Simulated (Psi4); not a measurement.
# triplet [CSO3F3]−: levels of theory compared

Aim: a comparison of 4 runs (UHF/STO-3G, U-wB97X-V/def2-SVP, UHSE06/def2-SVP, UTPSSh/def2-SVP) of triplet [CSO3F3]−. 

The results are computed with Psi4 1.11.

5 further runs of the same task are left out: 3 that didn't finish, 2 set aside as unsound or not needed.

### Step 1. The molecule

The species is [CSO3F3]− (8 atoms), meant as a triplet with charge -1. SMILES of the parent species: `[O-]S(=O)(=O)C(F)(F)F`. The coordinates come from a PBE0-D4/def2-TZVPD relaxation. That shape belongs to the parent species and isn't relaxed for this state.

Bond lengths: O1–S2 1.447 Å, S2–O3 1.447 Å, S2–O4 1.447 Å, S2–C5 1.853 Å, C5–F6 1.341 Å, C5–F7 1.341 Å, C5–F8 1.341 Å. Some angles: O1–S2–O3 115.5°, O1–S2–O4 115.5°, O1–S2–C5 102.4°, O3–S2–O4 115.5°, O3–S2–C5 102.4°, O4–S2–C5 102.4°, S2–C5–F6 111.9°, S2–C5–F7 111.9°, S2–C5–F8 111.9°, F6–C5–F7 106.9°.

### Step 2. Energy and gradient at UHF/STO-3G (run 1)

The input, calc.py:

```python
import psi4

psi4.set_memory('2200 MB')
psi4.set_num_threads(1)
psi4.set_output_file('cf3o3s.out', False)

geom = psi4.geometry("""
-1 3
O     -0.452120    -1.793850     0.534600
S      0.514500    -0.855220     0.007850
O      1.622110    -0.542800     0.884460
O      0.853150    -1.026290    -1.388190
C     -0.440870     0.732840    -0.006730
F     -0.854330     1.079580     1.221330
F      0.292430     1.753940    -0.474640
F     -1.534870     0.651830    -0.778680
symmetry c1
""")

psi4.set_options(dict(reference='uhf', puream=True, e_convergence=1e-09, d_convergence=1e-08, scf_type='pk', maxiter=100))

energy_value, wavefunction = psi4.gradient('hf/STO-3G', molecule=geom, return_wfn=True)
psi4.oeprop(wavefunction, 'WIBERG_LOWDIN_INDICES', 'LOWDIN_CHARGES', 'MULLIKEN_CHARGES')
print('gradient / Eh bohr^-1')
print(energy_value.np.round(6))
print(f'energy = {wavefunction.energy():.10f} Eh')
```

Started as:

```console
python calc.py
```

cf3o3s.out:

```text
[...]
  Running in c1 symmetry.
[...]
  Nuclear repulsion =  555.370021778111777
[...]
  Multiplicity = 3
[...]
  Nalpha       = 38
  Nbeta        = 36
[...]
    Number of basis functions: 44
[...]
   @UHF iter   1:  -944.62379387469582   -1.14793e+00   2.03017e-02 ADIIS/DIIS
[...]
   @UHF iter  28:  -945.44060348560959    3.41061e-13   3.86994e-09 DIIS
[...]
   @S^2 Observed:                2.008222764E+00
[...]
  @UHF Final Energy:  -945.44060348560959
   => Energetics <=
    Nuclear Repulsion Energy =            555.3700217781117772
    One-Electron Energy =               -2444.4134546711975418
    Two-Electron Energy =                 943.6028294074761789
    Total Energy =                       -945.4406034856095857
  UHF NO Occupations:
  HONO-2 :   36  A 1.9978933
  HONO-1 :   37  A 1.0000000
[...]
  -Total Gradient:
     Atom            X                  Y                   Z
    ------   -----------------  -----------------  -----------------
       1        0.169121408102     0.185411645904    -0.078778594653
       2       -0.025222054063     0.080222570382    -0.137341030088
       3       -0.215392498970    -0.046502970293    -0.143628336340
       4       -0.094937339221     0.058573754842     0.353425780311
       5        0.127860140934    -0.212163232469     0.000655746761
       6        0.018698755270    -0.017586407769    -0.048622211187
       7       -0.027703670377    -0.046682660642     0.020880851967
       8        0.047575258330    -0.001272699949     0.033407793230
[...]
```

The script printed:

```text
gradient / Eh bohr^-1
[[ 0.169121  0.185412 -0.078779]
 [-0.025222  0.080223 -0.137341]
 [-0.215392 -0.046503 -0.143628]
 [-0.094937  0.058574  0.353426]
 [ 0.12786  -0.212163  0.000656]
 [ 0.018699 -0.017586 -0.048622]
 [-0.027704 -0.046683  0.020881]
 [ 0.047575 -0.001273  0.033408]]
energy = -945.4406034856 Eh
```

It took 2.6 s on 1 thread of Intel Xeon Platinum 8375C at 2.90GHz (Ice Lake), shared host; peak memory 0.19 GiB.

### Step 3. The energy at U-wB97X-V/def2-SVP (run 2)

The input, input.inp:

```
memory 2.2 GB

molecule molecule1 {
  -1 3
  O     -0.452120    -1.793850     0.534600
  S      0.514500    -0.855220     0.007850
  O      1.622110    -0.542800     0.884460
  O      0.853150    -1.026290    -1.388190
  C     -0.440870     0.732840    -0.006730
  F     -0.854330     1.079580     1.221330
  F      0.292430     1.753940    -0.474640
  F     -1.534870     0.651830    -0.778680
  symmetry c1
  no_reorient
  no_com
}

set basis def2-SVP
set reference uks
set puream true
set e_convergence 1e-09
set d_convergence 1e-08
set scf_type pk
set dft_radial_points 99
set dft_spherical_points 590
set maxiter 100

e, wfn = energy("wb97x-v", return_wfn=True)
```

Started as:

```console
psi4 -n 1 input.inp input.out
```

input.out:

```text
[...]
  Running in c1 symmetry.
[...]
  Nuclear repulsion =  555.370021778111777
[...]
  Multiplicity = 3
[...]
  Nalpha       = 38
  Nbeta        = 36
[...]
    Number of basis functions: 116
[...]
   @UKS iter   1:  -959.78144164055539    9.02083e-01   9.81486e-03 ADIIS/DIIS
[...]
   @UKS iter  40:  -960.36618859289524    4.43379e-11   8.76737e-09 DIIS
[...]
   @S^2 Observed:                2.008762356E+00
[...]
  @UKS Final Energy:  -960.36618859289524
   => Energetics <=
    Nuclear Repulsion Energy =            555.3700217781117772
    One-Electron Energy =               -2448.9295217338603834
    Two-Electron Energy =                 997.5505779857561492
    DFT Exchange-Correlation Energy =     -64.6539567553294034
    Empirical Dispersion Energy =           0.0000000000000000
    VV10 Nonlocal Energy =                  0.2966901324265988
    Total Energy =                       -960.3661885928952415
[...]
 Multipole Moments:
 ------------------------------------------------------------------------------------
     Multipole            Electronic (a.u.)      Nuclear  (a.u.)        Total (a.u.)
 ------------------------------------------------------------------------------------
 L = 1.  Multiply by 2.5417464519 to convert [e a0] to [Debye]
 Dipole X            :         -6.3154549            5.4820388           -0.8334161
 Dipole Y            :         10.4970557           -9.1119759            1.3850798
 Dipole Z            :         -0.0964180            0.0836582           -0.0127598
 Magnitude           :                                                    1.6165368
[...]
```

It took 7 min on 1 thread of Intel Xeon Platinum 8375C at 2.90GHz (Ice Lake), shared host; peak memory 0.94 GiB.

### Step 4. A single-point energy at UHSE06/def2-SVP (run 3)

The input, input.json:

```json
{
  "schema_name": "qcschema_input",
  "schema_version": 1,
  "molecule": {
    "schema_name": "qcschema_molecule",
    "schema_version": 2,
    "symbols": ["O", "S", "O", "O", "C", "F", "F", "F"],
    "geometry": [-0.85438298, -3.38988521, 1.01024759, 0.97226409, -1.61613158, 0.01483435, 3.06534364, -1.02574334, 1.67138717, 1.61221984, -1.93940702, -2.62329891, -0.83312356, 1.38486689, -0.01271786, -1.61444972, 2.04011053, 2.30797921, 0.55261261, 3.31446624, -0.89693961, -2.90048394, 1.23178018, -1.47149194],
    "molecular_charge": -1,
    "molecular_multiplicity": 3,
    "fix_symmetry": "c1"
  },
  "driver": "energy",
  "model": {
    "method": "hse06",
    "basis": "def2-SVP"
  },
  "keywords": {
    "reference": "uks",
    "puream": true,
    "e_convergence": 1e-09,
    "d_convergence": 1e-08,
    "scf_type": "pk",
    "dft_radial_points": 99,
    "dft_spherical_points": 590,
    "maxiter": 100,
    "scf_properties": ["QUADRUPOLE", "MAYER_INDICES", "MULLIKEN_CHARGES"]
  }
}
```

Started as:

```console
psi4 --qcschema input.json -n 1 --memory 2200MB
```

stdout:

```text
[...]
  Running in c1 symmetry.
[...]
  Nuclear repulsion =  555.370021796957303
[...]
  Multiplicity = 3
[...]
  Nalpha       = 38
  Nbeta        = 36
[...]
    Number of basis functions: 116
[...]
   @UKS iter   1:  -959.45304351722052    1.07478e+00   9.56873e-03 DIIS/ADIIS
[...]
   @UKS iter  22:  -960.02272488740437   -1.65983e-11   9.95287e-09 DIIS
[...]
   @S^2 Observed:                2.014226334E+00
[...]
  @UKS Final Energy:  -960.02272488740437
   => Energetics <=
    Nuclear Repulsion Energy =            555.3700217969573032
    One-Electron Energy =               -2449.0292154074518294
    Two-Electron Energy =                1001.5770290117463901
    DFT Exchange-Correlation Energy =     -67.9405602886561724
    Empirical Dispersion Energy =           0.0000000000000000
    VV10 Nonlocal Energy =                  0.0000000000000000
    Total Energy =                       -960.0227248874043653
[...]
 Multipole Moments:
 ------------------------------------------------------------------------------------
     Multipole            Electronic (a.u.)      Nuclear  (a.u.)        Total (a.u.)
 ------------------------------------------------------------------------------------
 L = 1.  Multiply by 2.5417464519 to convert [e a0] to [Debye]
 Dipole X            :         -2.8288703            2.0702787           -0.7585916
 Dipole Y            :          4.7022394           -3.4413043            1.2609351
 Dipole Z            :         -0.0431697            0.0315862           -0.0115834
 Magnitude           :                                                    1.4715817
 L = 2.  Multiply by 1.3450342976 to convert [e a0^2] to [Debye ang]
 Quadrupole XX       :       -265.5445036          222.6625191          -42.8819845
 Quadrupole XY       :        105.5159250         -103.7879737            1.7279513
[...]
```

The result, in JSON:

```text
{
 "driver": "energy",
 "model": {
  "method": "hse06",
  "basis": "def2-SVP"
 },
 "success": true,
 "return_result": -960.0227248874044,
 "properties": {
  "calcinfo_nbasis": 116,
  "calcinfo_nmo": 116,
  "calcinfo_nalpha": 38,
  "calcinfo_nbeta": 36,
  "calcinfo_natom": 8,
  "nuclear_repulsion_energy": 555.3700217969573,
  "return_energy": -960.0227248874044,
  "scf_one_electron_energy": -2449.029215407452,
  "scf_two_electron_energy": 1001.5770290117464,
  "scf_xc_energy": -67.94056028865617,
  "scf_dipole_moment": [-0.7585915545747888, 1.2609350625269116, -0.011583418162150583],
  "scf_total_energy": -960.0227248874044,
  "scf_iterations": 22
 }
}
```

Run time: 2.1 min. Hardware: 1 thread of Intel Xeon Platinum 8375C at 2.90GHz (Ice Lake), shared host; peak memory 0.94 GiB.

### Step 5. Energy and forces at UTPSSh/def2-SVP (run 4)

The input, cf3o3s.xyz:

```xyz
8
CF3O3S
O     -0.452120    -1.793850     0.534600
S      0.514500    -0.855220     0.007850
O      1.622110    -0.542800     0.884460
O      0.853150    -1.026290    -1.388190
C     -0.440870     0.732840    -0.006730
F     -0.854330     1.079580     1.221330
F      0.292430     1.753940    -0.474640
F     -1.534870     0.651830    -0.778680
```

The input, cf3o3s_ase.py:

```python
import numpy as np
from ase.calculators.psi4 import Psi4
from ase.io import read

mol = read('cf3o3s.xyz')
calc = Psi4(atoms=mol, method='tpssh', basis='def2-SVP', memory='2200MB', num_threads=1, charge=-1, multiplicity=3, label='psi4-calc', reference='uks')
calc.psi4.set_options({'puream': True, 'e_convergence': 1e-09, 'd_convergence': 1e-08, 'scf_type': 'pk', 'dft_radial_points': 99, 'dft_spherical_points': 590, 'maxiter': 100})
mol.calc = calc

forces = mol.get_forces()
print(f'energy: {mol.get_potential_energy():.6f} eV')
print('forces / eV A^-1')
print(np.round(forces, 5))
```

Started as:

```console
python cf3o3s_ase.py
```

psi4-calc.dat:

```text
[...]
  Running in c1 symmetry.
[...]
  Nuclear repulsion =  555.370021778111777
[...]
  Multiplicity = 3
[...]
  Nalpha       = 38
  Nbeta        = 36
[...]
    Number of basis functions: 116
[...]
   @UKS iter   1:  -960.03351141534927    1.13202e+00   1.00293e-02 ADIIS/DIIS
[...]
   @UKS iter  27:  -960.65235498159370   -6.70752e-12   7.58731e-09 DIIS
[...]
   @S^2 Observed:                2.009798735E+00
[...]
  @UKS Final Energy:  -960.65235498159370
   => Energetics <=
    Nuclear Repulsion Energy =            555.3700217781117772
    One-Electron Energy =               -2449.2731678754184941
    Two-Electron Energy =                1013.5236281047999682
    DFT Exchange-Correlation Energy =     -80.2728369890869118
    Empirical Dispersion Energy =           0.0000000000000000
    VV10 Nonlocal Energy =                  0.0000000000000000
    Total Energy =                       -960.6523549815937031
[...]
  -Total Gradient:
     Atom            X                  Y                   Z
    ------   -----------------  -----------------  -----------------
       1        0.121267481390     0.039258567865    -0.049386847240
       2       -0.082314386627     0.136852226857    -0.001232650154
       3       -0.074956160243    -0.079145400230    -0.082490440520
       4       -0.002224477793    -0.033354029937     0.132534197321
       5        0.017347584581    -0.028890748044     0.000239928330
       6        0.009066786474    -0.010479786482    -0.016464579369
       7       -0.006341473405    -0.019554559722     0.006338393255
       8        0.018153018989    -0.004705884885     0.010444384723
[...]
```

On the terminal:

```text
energy: -26140.682067 eV
forces / eV A^-1
[[-6.23582 -2.01876  2.53957]
 [ 4.23278 -7.03722  0.06339]
 [ 3.8544   4.06982  4.24183]
 [ 0.11439  1.71513 -6.81518]
 [-0.89205  1.48562 -0.01234]
 [-0.46623  0.53889  0.84664]
 [ 0.32609  1.00554 -0.32593]
 [-0.93347  0.24199 -0.53707]]
```

Run time: 4.2 min. Hardware: 1 thread of Intel Xeon Platinum 8375C at 2.90GHz (Ice Lake), shared host; peak memory 0.78 GiB.

### Step 6. The series

```csv
run,level,task,integration grid,energy (Eh),HOMO energy (eV),⟨S²⟩,wall time
1,UHF/STO-3G,gradient,–,-945.440603,6.10,2.008,2.6 s
2,U-wB97X-V/def2-SVP,energy,99 radial × 590 angular,-960.366189,3.20,2.009,7 min
3,UHSE06/def2-SVP,energy,99 radial × 590 angular,-960.022725,6.34,2.014,2.1 min
4,UTPSSh/def2-SVP,gradient,99 radial × 590 angular,-960.652355,6.62,2.010,4.2 min
```

### Step 7. Summary of results

```
                                 quantity          value
                      run 4: total energy  -960.65235 Eh
run 4: HOMO energy (highest over α and β)        6.62 eV
                              run 4: ⟨S²⟩          2.010
          run 4: largest force on an atom     8.212 eV/Å
```

Totals of different functionals can't be ranked against each other. In runs 1, 2, 3, 4 the HOMO lies above zero, so the outermost electron may be held by the basis alone. In run 1 the basis is minimal, so the values are rough. All runs together took 13 min, the longest 7 min.
